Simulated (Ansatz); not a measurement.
**CHBr₂Cl: how energies converge with the basis set**

The task here is to estimate one member of a computed series from the others.

Program: Ansatz 0.2.0, Gaussian basis. Level of theory: one geometry, several basis sets. These are calculated values, not measurements.

The runs, in order: PBE0-D4/def2-SVP; ωB97M-V/def2-SVP; PBE0-D4/def2-QZVPP; ωB97M-V/def2-QZVPP; the functionals' def2-TZVPP values are taken from earlier runs.

### The geometry

The geometry comes from an earlier relaxation with PBE0-D4 in a triple-zeta def2 set; it is a stationary point.

SMILES `ClC(Br)Br`, 5 atoms, charge 0, spin multiplicity 1.

Atoms are counted from 1 here; the program's logs count them from 0.

Bond lengths: Cl1–C2 1.749 Å, C2–Br3 1.928 Å, C2–Br4 1.928 Å, C2–H5 1.083 Å. Angles: Cl1–C2–Br3 111.6°, Cl1–C2–Br4 111.6°, Cl1–C2–H5 108.5°, Br3–C2–Br4 111.4°, Br3–C2–H5 106.7°, Br4–C2–H5 106.7°.

The first run:

The input, in.yaml:

```yaml
crystal:
  periodic: [false, false, false]
  atoms:
    - {symbol: Cl, position_ang: [-0.653944, 0.356493, 1.574626]}
    - {symbol: C, position_ang: [0.066471, 0.094289, 0.002685]}
    - {symbol: Br, position_ang: [1.219463, -1.450850, -0.001404]}
    - {symbol: Br, position_ang: [-1.270883, -0.021733, -1.381109]}
    - {symbol: H, position_ang: [0.688792, 0.948200, -0.236098]}
basis:
  gaussian: {orbitals: def2-SVP}
hamiltonian: {xc: pbe0, dispersion: d4}
output: {orbitals: {seedname: orbitals}}
```

On the command line:

```bash
> ansatz run in.yaml --threads 4 --pin off --events-out ev --progress --plain --max-ram 10444MiB
```

Among the steps run: PBE0-D4 in def2-SVP; ωB97M-V in def2-SVP; PBE0-D4 in def2-QZVPP; ωB97M-V in def2-QZVPP.

One table of the session follows, with a row left open; its other results are not shown here.

It belongs to the step «Density functionals: the series». 

```
functional       basis  HOMO (eV)
   PBE0-D4    def2-SVP          ?
   PBE0-D4  def2-TZVPP      -8.26
   PBE0-D4  def2-QZVPP      -8.28
   ωB97M-V    def2-SVP     -10.31
   ωB97M-V  def2-TZVPP     -10.46
   ωB97M-V  def2-QZVPP     -10.49
```

**Question.** Estimate the row for PBE0-D4, def2-SVP.

**Answer.** HOMO (eV): -8.12. In the column «HOMO (eV)» it is the highest.
